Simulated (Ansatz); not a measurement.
# BFHInO: small, medium and large basis sets

How large a basis does BFHInO need? Two functionals are run in growing sets.

Program: Ansatz 0.2.0, Gaussian basis. Level of theory: one geometry, several basis sets. These are calculated values, not measurements.

Levels to be run: PBE0-D4/def2-SVP; ωB97M-V/def2-SVP; PBE0-D4/def2-QZVPP; ωB97M-V/def2-QZVPP; the functionals' def2-TZVPP values are taken from earlier runs.

### Step 1. The relaxed structure

The geometry comes from an earlier relaxation with PBE0-D4 in a triple-zeta def2 set; it is a stationary point. In takes the def2 core potential; no spin-orbit term is included.

5 atoms, charge 0, spin multiplicity 1.

Atoms are counted from 1 here; the program's logs count them from 0.

Bond lengths: F1–B3 1.360 Å, In2–O4 2.078 Å, B3–O4 1.319 Å, B3–H5 1.202 Å. Angles: F1–B3–O4 120.1°, F1–B3–H5 115.5°, O4–B3–H5 124.4°, In2–O4–B3 128.0°.

### Step 2. PBE0-D4 in def2-SVP

File in.yaml:

```yaml
crystal:
  periodic: [false, false, false]
  atoms:
    - {symbol: F, position_ang: [-1.331287, 0.148222, -0.517165]}
    - {symbol: In, position_ang: [0.362073, -2.067162, 1.273856]}
    - {symbol: B, position_ang: [-0.037289, 0.522630, -0.330058]}
    - {symbol: O, position_ang: [0.780774, -0.246520, 0.362770]}
    - {symbol: H, position_ang: [0.275629, 1.569129, -0.830802]}
basis:
  gaussian: {orbitals: def2-SVP}
hamiltonian: {xc: pbe0, dispersion: d4}
output: {orbitals: {seedname: orbitals}}
```

Command:

```
$ ansatz run in.yaml --threads 2 --pin off --events-out ev --progress --plain --max-ram 4352MiB
```

The runs that follow: ωB97M-V in def2-SVP; PBE0-D4 in def2-QZVPP; ωB97M-V in def2-QZVPP.

Q: Predict the results of all the runs planned. Wanted: PBE0-D4: double and triple zeta above quadruple; ωB97M-V: double and triple zeta above quadruple.

**Answer**, as computed:

| quantity | value |
| --- | --- |
| PBE0-D4: double and triple zeta above quadruple | 7.09, 0.34 eV |
| ωB97M-V: double and triple zeta above quadruple | 7.22, 0.32 eV |

PBE0-D4 gains 6.75 eV from double to triple zeta, then 0.34 eV more. Total energies overstate the basis error of differences, where much of it tends to cancel.
